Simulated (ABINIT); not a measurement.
Input of an ABINIT 10.8.3 (patched build) run:

The input run.abi:

```
# Pseudopotentials
pp_dirpath "./"
pseudos "Si.upf, O.upf"

# Structure
acell 3*1.0
rprim
     5.3044045400     0.0000000000     0.0000000000
     0.0000000000     5.3044045400     0.0000000000
     0.0000000000     0.0000000000     5.3044045400
ntypat 2
znucl 14 8
natom 2
typat 1 2
chkprim 0
chksymtnons 0
tolsym 1.0e-6
xred
            0.0            0.0            0.0
            1/2            1/2            1/2

# Plane-wave basis
ecut 1251.723767 eV
ecutsm 0.5

# k points
kptopt 1
ngkpt 7 7 7
nshiftk 1
shiftk 0.0 0.0 0.0

# Exchange and correlation
ixc 11

# Bands and occupations
nband 9
occopt 3
tsmear 0.00183747

# SCF cycle
nstep 80
tolvrs 1.0e-12

# Output
iomode 3
prteig 0
prtebands 0
prtwf 0
prtden 0

# Relaxation
ionmov 2
optcell 2
ntime 50
tolmxf 2.0e-5
dilatmx 1.08
```

Potentials or basis: PseudoDojo NC SR PBE v0.4 stringent.

Launch:

```sh
$ abinit run.abi > log 2>&1
```

Question: Estimate the relaxed volume.

Answer: 10.98 Å³/atom.

Question: Predict the band gap on the k mesh.

Answer: None (metal or under the smearing width).

Question: What does it give for the space group after relaxing (to 0.05 Å)?

Answer: Pm-3m (No. 221).

Question: Estimate the relaxed cell.

Answer: a = 2.800 Å, b = 2.800 Å, c = 2.800 Å, α = 90.00°, β = 90.00°, γ = 90.00°.

Final structure:
```
Si O
1.0
     2.79997    0.00000    0.00000
     0.00000    2.79997    0.00000
     0.00000    0.00000    2.79997
Si O
1 1
Cartesian
  0.0000 0.0000 0.0000
  1.4000 1.4000 1.4000
```
